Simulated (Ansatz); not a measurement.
# Reference phase of Ag, 1 atom

What do PBEsol, r²SCAN, HSE06 and PBE give for the perfect crystal in this cell, and at what cost?

Program: Ansatz 0.2.0, PAW, plane waves. These are calculated values, not measurements.

## Step 1: The system as built

1 atoms (1 Ag); a = 2.866 Å, b = 2.866 Å, c = 2.866 Å, α = 60.00°, β = 60.00°, γ = 60.00°.

The runs, in order: (2) PBEsol single point at a 11×11×11 mesh, on 2 threads; (3) r²SCAN single point at a 11×11×11 mesh, on 2 threads; (4) HSE06 single point at a 11×11×11 mesh, on 2 threads; (5) PBE single point at a 11×11×11 mesh, on 2 threads.

Structure file:

```cif
data_structure
_symmetry_space_group_name_H-M 'P 1'
_symmetry_Int_Tables_number 1
_cell_length_a 2.8663
_cell_length_b 2.8663
_cell_length_c 2.8663
_cell_angle_alpha 60.000
_cell_angle_beta 60.000
_cell_angle_gamma 60.000
_cell_volume 16.65
loop_
_atom_site_label
_atom_site_type_symbol
_atom_site_fract_x
_atom_site_fract_y
_atom_site_fract_z
_atom_site_occupancy
Ag1 Ag 0.00000 0.00000 0.00000 1
```

## Step 2: PBEsol single point

in.yaml

```yaml
crystal:
  lattice:
    - [0.000000, 2.026805, 2.026805]
    - [2.026805, 0.000000, 2.026805]
    - [2.026805, 2.026805, 0.000000]
  atoms:
    - { symbol: Ag, position: [0.000000, 0.000000, 0.000000] }
kpoints:
  mp_grid: { grid: [11, 11, 11] }
hamiltonian:
  xc: pbesol
scf:
  occupations: { method: fermi_dirac, width: 0.1 }
output:
  forces: true
  eigenvalues: true
  stress: true
  populations: true
```

Started as:

```bash
ansatz run in.yaml --threads 2 --pin off --max-ram 4750MiB --runs-dir r --events-out ev --progress --plain
```

## Step 3: Single point with r²SCAN

in.yaml: that of step 2 with these lines changed.

```diff
@@ -10,3 +10,3 @@
 hamiltonian:
-  xc: pbesol
+  xc: r2scan
 scf:
@@ -16,3 +16,2 @@
   eigenvalues: true
-  stress: true
   populations: true
```

## Step 4: Single point with HSE06

in.yaml: that of step 3 with these lines changed.

```diff
@@ -10,3 +10,3 @@
 hamiltonian:
-  xc: r2scan
+  xc: hse06
 scf:
```

## Step 5: Single point with PBE

in.yaml: that of step 4 with these lines changed.

```diff
@@ -10,3 +10,3 @@
 hamiltonian:
-  xc: hse06
+  xc: pbe
 scf:
```

Q: Predict the outcome of this session. Wanted: for each run, energy; pressure.

The runs gave:

| level | time | energy (eV/atom) | pressure (GPa) |
| --- | --- | --- | --- |
| PBEsol | 1 s (2 CPU threads) | -7522.2517 | -0.17 |
| r²SCAN | 1.5 s (2 CPU threads) | -7603.9395 | - |
| HSE06 | 26 s (2 CPU threads) | -7593.7932 | - |
| PBE | 1.5 s (2 CPU threads) | -7590.5309 | - |

**Reading.** No level run gives a gap: levels at the Fermi energy are partly filled.
